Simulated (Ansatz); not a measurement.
# CH6Sn (SMILES [CH3][SnH3]): functionals against CCSD(T) at one geometry

One table from this session's results is given with a row withheld; the runs are named, their logs left out.

Computed with Ansatz 0.2.0, Gaussian basis. Level: single points in def2-TZVPP.

Cores are frozen in the correlated methods. Filled d shells of the heavier atoms are correlated. Core potentials replace the inner electrons past krypton, and spin-orbit coupling is left out. B3LYP uses VWN-RPA correlation.

### The system as given

SMILES `[CH3][SnH3]`, 8 atoms, charge 0, spin multiplicity 1.

Atoms are counted from 1 here; the program's logs count them from 0.

Bond lengths: C1–Sn2 2.130 Å, C1–H3 1.095 Å, C1–H4 1.162 Å, C1–H5 0.997 Å, Sn2–H6 1.667 Å, Sn2–H7 1.822 Å, Sn2–H8 1.639 Å. Angles: Sn2–C1–H3 98.7°, Sn2–C1–H4 114.6°, Sn2–C1–H5 110.7°, H3–C1–H4 80.3°, H3–C1–H5 121.7°, H4–C1–H5 125.0°, C1–Sn2–H6 96.9°, C1–Sn2–H7 111.9°, C1–Sn2–H8 99.5°, H6–Sn2–H7 120.1°, H6–Sn2–H8 120.9°, H7–Sn2–H8 105.1°.

Coordinates:

```
C     0.96670    0.40280   -0.01020
Sn   -1.04360   -0.29660    0.06880
H     1.14680    0.26970   -1.08240
H     1.77240   -0.43420    0.02860
H     1.04630    1.29480    0.42850
H    -1.77050    1.12640   -0.40600
H    -1.27500   -1.81340   -0.91320
H    -1.09750   -0.78830    1.63160
```

Set-up of the first run:

run/in.yaml

```yaml
crystal:
  periodic: [false, false, false]
  atoms:
    - {symbol: C, position_ang: [0.966700, 0.402800, -0.010200]}
    - {symbol: Sn, position_ang: [-1.043600, -0.296600, 0.068800]}
    - {symbol: H, position_ang: [1.146800, 0.269700, -1.082400]}
    - {symbol: H, position_ang: [1.772400, -0.434200, 0.028600]}
    - {symbol: H, position_ang: [1.046300, 1.294800, 0.428500]}
    - {symbol: H, position_ang: [-1.770500, 1.126400, -0.406000]}
    - {symbol: H, position_ang: [-1.275000, -1.813400, -0.913200]}
    - {symbol: H, position_ang: [-1.097500, -0.788300, 1.631600]}
basis:
  gaussian: {orbitals: def2-TZVPP}
correlation: {method: ccsd_t}
output: {forces: true}
```

The command line of these runs was not kept.

Among the steps run: CCSD(T)/def2-TZVPP; PBE0-D4/def2-TZVPP; wB97M-V/def2-TZVPP; r2SCAN-D4/def2-TZVPP; PBE-D4/def2-TZVPP; B3LYP-D4/def2-TZVPP; SPW92/def2-TZVPP.

One of the session's tables, all rows but one given; the rest of the session is left out.

| method | RMS force component (eV/Å) | angle to CCSD(T) forces (°) |
| --- | --- | --- |
| CCSD(T) | 1.922 | reference |
| PBE0-D4 | 1.931 | 1.7 |
| wB97M-V | 1.918 | 1.2 |
| r2SCAN-D4 | 1.915 | 1.8 |
| PBE-D4 | ? | ? |
| B3LYP-D4 | 1.909 | 3.4 |
| SPW92 | 1.894 | 4.1 |

Q: Estimate the row for PBE-D4 from the others.

As computed: RMS force component (eV/Å): 1.888; angle to CCSD(T) forces (°): 4.4. In the column «RMS force component (eV/Å)» it is the lowest.
